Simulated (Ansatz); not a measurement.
**BGeH₃O: basis-set convergence**

One table from this session's results is given with a row withheld; the runs are named, their logs left out.

The runs use Ansatz 0.2.0, Gaussian basis; one geometry, several basis sets.

Plan: PBE0-D4/def2-SVP; ωB97M-V/def2-SVP; PBE0-D4/def2-QZVPP; ωB97M-V/def2-QZVPP; the functionals' def2-TZVPP values are taken from earlier runs.

## The geometry

The geometry comes from an earlier relaxation with PBE0-D4 in a triple-zeta def2 set; it is a stationary point.

SMILES `[BH]1[O][GeH2]1`, 6 atoms, charge 0, spin multiplicity 1.

Atoms are counted from 1 here; the program's logs count them from 0.

Bond lengths: B1–O2 1.296 Å, B1–Ge3 2.012 Å, B1–H4 1.190 Å, O2–Ge3 1.988 Å, Ge3–H5 1.538 Å, Ge3–H6 1.538 Å. Angles: O2–B1–Ge3 70.1°, O2–B1–H4 138.6°, Ge3–B1–H4 151.4°, B1–O2–Ge3 72.1°, B1–Ge3–O2 37.8°, B1–Ge3–H5 120.7°, B1–Ge3–H6 120.7°, O2–Ge3–H5 103.5°, O2–Ge3–H6 103.5°, H5–Ge3–H6 108.9°.

Geometry (Å):

```xyz
6
BGeH3O
B    -0.5183   -1.0495   -0.2735
O     0.6131   -0.9925    0.3564
Ge    0.0284    0.8702   -0.0190
H    -1.2754   -1.8753   -0.6742
H     1.2067    1.4628   -0.8103
H    -0.0124    1.5203    1.3744
```

The first run:

in.yaml

```yaml
crystal:
  periodic: [false, false, false]
  atoms:
    - {symbol: B, position_ang: [-0.518277, -1.049475, -0.273493]}
    - {symbol: O, position_ang: [0.613081, -0.992536, 0.356370]}
    - {symbol: Ge, position_ang: [0.028378, 0.870209, -0.018976]}
    - {symbol: H, position_ang: [-1.275373, -1.875261, -0.674207]}
    - {symbol: H, position_ang: [1.206653, 1.462780, -0.810278]}
    - {symbol: H, position_ang: [-0.012362, 1.520284, 1.374386]}
basis:
  gaussian: {orbitals: def2-SVP}
hamiltonian: {xc: pbe0, dispersion: d4}
output: {orbitals: {seedname: orbitals}}
```

Started as:

```
ansatz run in.yaml --threads 2 --pin off --events-out ev --progress --plain --max-ram 4352MiB
```

Steps of the session up to this table: PBE0-D4 in def2-SVP; ωB97M-V in def2-SVP; PBE0-D4 in def2-QZVPP; ωB97M-V in def2-QZVPP.

One table of the session follows, with a row left open; its other results are not shown here.

It belongs to the step «Density functionals: the series». 

```
functional       basis  HOMO (eV)
   PBE0-D4    def2-SVP      -7.00
   PBE0-D4  def2-TZVPP      -7.03
   PBE0-D4  def2-QZVPP      -7.05
   ωB97M-V    def2-SVP      -9.04
   ωB97M-V  def2-TZVPP          ?
   ωB97M-V  def2-QZVPP      -9.12
```

Q: Estimate the row for ωB97M-V, def2-TZVPP from the others.

**Answer.** HOMO (eV): -9.10. In the column «HOMO (eV)» it lies between ωB97M-V, def2-QZVPP (-9.12) and ωB97M-V, def2-SVP (-9.04).
